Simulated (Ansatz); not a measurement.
The system is Hf2Pd2Se2Br2O3.

```
Hf Pd Se Br O
1.0
     3.72613    0.00000    0.00000
    -1.86306    3.22692    0.00000
     0.00000    0.00000   17.00867
Hf Pd Se Br O
2 2 2 2 3
Direct
  0.66667 0.33333 0.93385
  0.33333 0.66667 0.06615
  0.00000 0.00000 0.30298
  0.00000 0.00000 0.69702
  0.33333 0.66667 0.22649
  0.66667 0.33333 0.77351
  0.66667 0.33333 0.39862
  0.33333 0.66667 0.60138
  0.33333 0.66667 0.92689
  0.66667 0.33333 0.07311
  0.00000 0.00000 0.00000
```

The cell was built by a generator and needn't be a form met in nature.

- Program: Ansatz 0.2.0
- Task: relaxation of cell and atoms
- Functional: r2SCAN
- Dispersion: rVV10
- Potentials or basis: Ansatz PAW
- Cutoff: 500 eV (not typed: the program's choice for these potentials)
- k mesh: 6 × 6 × 2
- Occupations: fermi-dirac, width 0.05 eV
- Spin: no spin polarisation

At the start: volume 18.59 Å³/atom.

Q: How do energy, volume and symmetry change on relaxing?

A: It ends after 7 steps and the volume is 17.41 Å³/atom (-6.3 %); space group P-3m1 (No. 164, to 0.05 Å).

Step by step:
| step | energy change (eV) | largest force (eV/Å) | volume (Å³) |
| --- | --- | --- | --- |
| 1 | 0.0000 | 0.2309 | 204.51 |
| 2 | -0.0707 | 0.5967 | 188.37 |
| 3 | -0.1404 | 0.1171 | 190.72 |
| 4 | -0.1474 | 0.0917 | 191.26 |
| 5 | -0.1482 | 0.0323 | 191.48 |
| 6 | -0.1483 | 0.0012 | 191.53 |
| 7 | -0.1423 | 0.0011 | 191.53 |

Final structure:
```
CELL_PARAMETERS angstrom
3.67913 0.00000 0.00000
-1.83956 3.18622 0.00000
0.00000 0.00000 16.33895
ATOMIC_POSITIONS crystal
Hf 0.66667 0.33333 0.93080
Hf 0.33333 0.66667 0.06920
Pd 0.00000 0.00000 0.31315
Pd 0.00000 0.00000 0.68685
Se 0.33333 0.66667 0.23225
Se 0.66667 0.33333 0.76775
Br 0.66667 0.33333 0.41217
Br 0.33333 0.66667 0.58783
O 0.33333 0.66667 0.92427
O 0.66667 0.33333 0.07573
O 0.00000 0.00000 0.00000
```

Caveat: the plane-wave basis is chosen anew once the cell has moved, so the energies of steps on either side of that aren't comparable; the PAW data sets come from PBE, with cores solved anew for the run's functional, which leaves a small shift of forces and pressure.
